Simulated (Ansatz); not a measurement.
# BAs: the crystal squeezed far

An exercise on one series of results from a longer session: the logs are not shown, and one member is left open.

Program: Ansatz 0.2.0. Level of theory: DFT, r2SCAN, PAW with Ansatz's default frozen-core files, scalar-relativistic. These are calculated values, not measurements.

**The structure to begin with**

Symmetry: F-43m, No. 216, cubic system. The conventional cell has a = 4.812 Å, b = 4.812 Å, c = 4.812 Å, α = 90.00°, β = 90.00°, γ = 90.00°. Around B (site symmetry -43m) lie 4 As at 2.08 Å. As (site symmetry -43m) has 4 B at 2.08 Å in its first shell of neighbours.

As a file:

```
CELL_PARAMETERS angstrom
0.00000 2.40620 2.40620
2.40620 0.00000 2.40620
2.40620 2.40620 0.00000
ATOMIC_POSITIONS crystal
B 0.00000 0.00000 0.00000
As 0.25000 0.25000 0.25000
```

Whether this phase is the stable one at these pressures isn't tested.

Atoms are numbered in the order of the input: B1, As2.

Set-up of the first run:

File input.yaml:

```yaml
crystal:
  lattice:
    - [0.0, 2.4061959241, 2.4061959241]
    - [2.4061959241, 0.0, 2.4061959241]
    - [2.4061959241, 2.4061959241, 0.0]
  atoms:
    - { symbol: B, position: [0.0, 0.0, 0.0] }
    - { symbol: As, position: [0.25, 0.25, 0.25] }
kpoints:
  mp_grid: { grid: [15, 15, 15] }
scf:
  occupations: { method: fermi_dirac, width: 0.05 }
hamiltonian:
  xc: r2scan
  pseudopotentials: { kind: paw }
output:
  forces: true
  stress: true
relax:
  f_tol: 0.005
  max_steps: 40
  cell: {}
```

The run is started by

```bash
$ ansatz run input.yaml --threads 1 --pin off --max-ram 2048MiB --backend cpu --events-out ev --progress --plain --runs-dir out
```

Among the steps run: Cell relaxed at zero pressure, PAW; Volume scaled by 1, PAW; Volume scaled by 0.94, PAW; Volume scaled by 0.88, PAW; Volume scaled by 0.8, PAW; Volume scaled by 0.72, PAW; Volume scaled by 0.64, PAW; Volume scaled by 0.55, PAW; Volume scaled by 0.55, PAW (cutoff 300 eV).

One of the session's tables, all rows but one given; the rest of the session is left out.

```
             method  volume over the first  volume (Å³/atom)  pressure (GPa)  gap on the k mesh (eV)
                PAW                      1            13.684            0.01                    1.37
                PAW                   0.94            12.863            9.90                    1.31
                PAW                   0.88            12.042           23.30                    1.23
                PAW                    0.8            10.947           49.03                    1.12
                PAW                   0.72             9.852           88.48                    1.00
                PAW                   0.64                 ?               ?                       ?
                PAW                   0.55             7.526          268.52                    0.64
PAW (cutoff 300 eV)                   0.55             7.526          271.53                    0.63
```

Q: Estimate the row for PAW, 0.64 from the others.

**Answer.** volume (Å³/atom): 8.758; pressure (GPa): 150.50; gap on the k mesh (eV): 0.86. In the column «volume (Å³/atom)» it lies between PAW (cutoff 300 eV), 0.55 (7.526) and PAW, 0.72 (9.852).

Caveats from the session: Warnings in the runs' records: cutoff below recommended.
